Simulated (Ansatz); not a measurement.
NaLaMnMoO6:

```
Na La Mn Mo O
1.0
    -2.72294    2.72294    3.89889
     2.72294   -2.72294    3.89889
     2.72294    2.72294   -3.89889
Na La Mn Mo O
1 1 1 1 6
Direct
  0.25000 0.75000 0.50000
  0.75000 0.25000 0.50000
  0.50000 0.50000 0.00000
  0.00000 0.00000 0.00000
  0.20766 0.29607 0.50371
  0.29605 0.79234 0.08841
  0.79236 0.70395 0.49629
  0.70393 0.20764 0.91159
  0.25194 0.25194 0.00000
  0.74806 0.74806 0.00000
```

The cell was built by a generator and needn't be a form met in nature.

Base run:

- Program: Ansatz 0.2.0
- Functional: PBE
- Potentials or basis: Ansatz PAW
- Cutoff: 420 eV (not typed: the program's choice for these potentials)
- k mesh: 7 × 7 × 7
- Occupations: fermi-dirac, width 0.05 eV
- Spin: collinear spin, ferromagnetic start
- Starting moments: [0.0, 0.0, 4.0, 1.0, 0.0, 0.0, 0.0, 0.0, 0.0, 0.0] μB

Its results: band gap on the k mesh none (metal or under the smearing width); pressure 0.3 GPa; net moment 1.96 μB per cell; site moments Na +0.00; La -0.01; Mn +2.24; Mo -0.37; O +0.01 μB; largest force 0.083 eV/Å.

Task: After a change of settings the same cell gave: band gap on the k mesh none (metal or under the smearing width); pressure 1.1 GPa; net moment 2.20 μB per cell; site moments Na +0.00; La -0.02; Mn +2.43; Mo -0.36; O +0.01 μB; largest force 0.196 eV/Å. Which change was it?
A. potentials or basis from Ansatz PAW to SPMS NC; cutoff from 420 eV (not typed: the program's choice for these potentials) to 1034 eV (not typed: the program's choice for these potentials)
B. functional from PBE to r2SCANh; cutoff from 420 eV (not typed: the program's choice for these potentials) to 500 eV (not typed: the program's choice for these potentials); k mesh from 7 × 7 × 7 to 3 × 3 × 3
C. functional from PBE to HSE03; k mesh from 7 × 7 × 7 to 3 × 3 × 3

Result: A.

Caveats: a cell with one magnetic atom can't hold antiferromagnetic order, which such compounds often take; semilocal functionals often make such compounds metallic where correlation or magnetic order opens a gap, which also shifts bond lengths; the starting moments weren't kept; spin-orbit coupling is left out, which moves the levels of the heavy elements (some runs).
